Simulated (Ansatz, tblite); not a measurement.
**C18H8S6: rung by rung**

An exercise on one series of results from a longer session: the logs are not shown, and one member is left open.

Program: Ansatz 0.2.0, Gaussian basis. Level of theory: as each input shows. These are calculated values, not measurements.

Levels to be run: GFN1-xTB, GFN2-xTB, PBE-D4/def2-TZVP, r2SCAN-D4/def2-TZVP, PBE-D4/def2-SVP, PBE0-D4/def2-SVP.

1 further run of the same task is left out (set aside as unsound or not needed).

## The geometry

The singlet was relaxed beforehand with r2SCAN-D4/def2-SVP.

SMILES `c1cc2sc(-c3cc4sc(-c5cc6sccc6s5)cc4s3)cc2s1`, 32 atoms, charge 0, spin multiplicity 1.

Bond lengths: C1–C2 1.377 Å, C1–S24 1.738 Å, C1–H25 1.090 Å, C2–C3 1.420 Å, C2–H26 1.091 Å, C3–S4 1.733 Å, C3–C23 1.403 Å, S4–C5 1.763 Å, C5–C6 1.439 Å, C5–C22 1.389 Å, C6–C7 1.391 Å, C6–S21 1.762 Å, C7–C8 1.411 Å, C7–H27 1.092 Å, C8–S9 1.734 Å, C8–C20 1.405 Å, S9–C10 1.762 Å, C10–C11 1.439 Å and more. Angles: C2–C1–S24 113.4°, C2–C1–H25 127.6°, S24–C1–H25 119.0°, C1–C2–C3 110.8°, C1–C2–H26 123.9°, C3–C2–H26 125.3°, C2–C3–S4 135.2°, C2–C3–C23 114.1°, S4–C3–C23 110.7°, C3–S4–C5 91.5°, S4–C5–C6 119.8°, S4–C5–C22 111.9°, C6–C5–C22 128.4°, C5–C6–C7 128.4°, C5–C6–S21 119.8°, C7–C6–S21 111.8°, C6–C7–C8 111.7°, C6–C7–H27 123.1° and more.

PBE0-D4/def2-TZVP was run before; its log isn't repeated, and its numbers join the tables.

The first run:

Tight binding, by tblite at 300 K electronic temperature and without a spin-polarisation term:

```python
tblite.interface.Calculator('GFN1-xTB', numbers, positions, charge=0, uhf=0).singlepoint()
```

Tight binding, by tblite at 300 K electronic temperature and without a spin-polarisation term:

```python
tblite.interface.Calculator('GFN2-xTB', numbers, positions, charge=0, uhf=0).singlepoint()
```

start.molden holds the orbitals of an earlier run on this state, given as this run's starting guess.

in.yaml reads:

```yaml
crystal:
  periodic: [false, false, false]
  atoms:
    - {symbol: C, position_ang: [-8.333311, 0.207528, 0.374815]}
    - {symbol: C, position_ang: [-7.546788, 0.384634, -0.740931]}
    - {symbol: C, position_ang: [-6.170082, 0.278201, -0.410517]}
    - {symbol: S, position_ang: [-4.681688, 0.391467, -1.291282]}
    - {symbol: C, position_ang: [-3.741939, 0.090536, 0.169240]}
    - {symbol: C, position_ang: [-2.305267, 0.055731, 0.100069]}
    - {symbol: C, position_ang: [-1.490019, 0.234433, -1.012157]}
    - {symbol: C, position_ang: [-0.122937, 0.127966, -0.679583]}
    - {symbol: S, position_ang: [1.365667, 0.241109, -1.560947]}
    - {symbol: C, position_ang: [2.305207, -0.058100, -0.100397]}
    - {symbol: C, position_ang: [3.741907, -0.092394, -0.169456]}
    - {symbol: C, position_ang: [4.555665, 0.083034, -1.281240]}
    - {symbol: C, position_ang: [5.925856, -0.023263, -0.947653]}
    - {symbol: S, position_ang: [7.418406, 0.084779, -1.823483]}
    - {symbol: C, position_ang: [8.333339, -0.207276, -0.374875]}
    - {symbol: C, position_ang: [7.546890, -0.383872, 0.740999]}
    - {symbol: C, position_ang: [6.170162, -0.277473, 0.410632]}
    - {symbol: S, position_ang: [4.681912, -0.386581, 1.292214]}
    - {symbol: C, position_ang: [1.489992, -0.235297, 1.012081]}
    - {symbol: C, position_ang: [0.122895, -0.129387, 0.679351]}
    - {symbol: S, position_ang: [-1.365579, -0.240963, 1.561071]}
    - {symbol: C, position_ang: [-4.555729, -0.083659, 1.281200]}
    - {symbol: C, position_ang: [-5.925894, 0.022351, 0.947480]}
    - {symbol: S, position_ang: [-7.418630, -0.087253, 1.822978]}
    - {symbol: H, position_ang: [-9.421804, 0.233930, 0.433226]}
    - {symbol: H, position_ang: [-7.941727, 0.580743, -1.738917]}
    - {symbol: H, position_ang: [-1.880659, 0.431529, -2.012281]}
    - {symbol: H, position_ang: [4.165261, 0.277185, -2.282073]}
    - {symbol: H, position_ang: [9.421864, -0.232200, -0.433365]}
    - {symbol: H, position_ang: [7.941867, -0.577661, 1.739423]}
    - {symbol: H, position_ang: [1.880386, -0.431252, 2.012526]}
    - {symbol: H, position_ang: [-4.165224, -0.278506, 2.281859]}
basis:
  gaussian: {orbitals: def2-TZVP, fitting: {mean_field: def2-universal-jkfit}, initial_orbitals: start.molden}
hamiltonian: {xc: pbe, dispersion: d4}
scf: {omitted_lower_state_checks: [starts]}
output: {forces: true, orbitals: {seedname: orbitals}}
```

On the command line:

```bash
ansatz run in.yaml --threads 2 --pin off --events-out ev --progress --plain --max-ram 32768MiB --backend cuda --devices 0, --max-vram 18GiB
```

Steps of the session up to this table: PBE-D4/def2-TZVP; r2SCAN-D4/def2-TZVP; PBE-D4/def2-SVP; PBE0-D4/def2-SVP.

One table of the session follows, with a row left open; its other results are not shown here.

It belongs to the step «Binding energy». 

```
              level  binding an atom (eV)
    PBE-D4/def2-SVP                 5.552
   PBE-D4/def2-TZVP                 5.492
r2SCAN-D4/def2-TZVP                     ?
   PBE0-D4/def2-SVP                 5.393
  PBE0-D4/def2-TZVP                 5.337
```

Estimate the missing values for r2SCAN-D4/def2-TZVP.

**Answer.** binding an atom (eV): 5.272. In the column «binding an atom (eV)» it is the lowest.

Caveats from the session: Free atoms were run apart at each level; binding is atoms less cluster, divided by the number of atoms, without zero-point or spin-orbit terms.
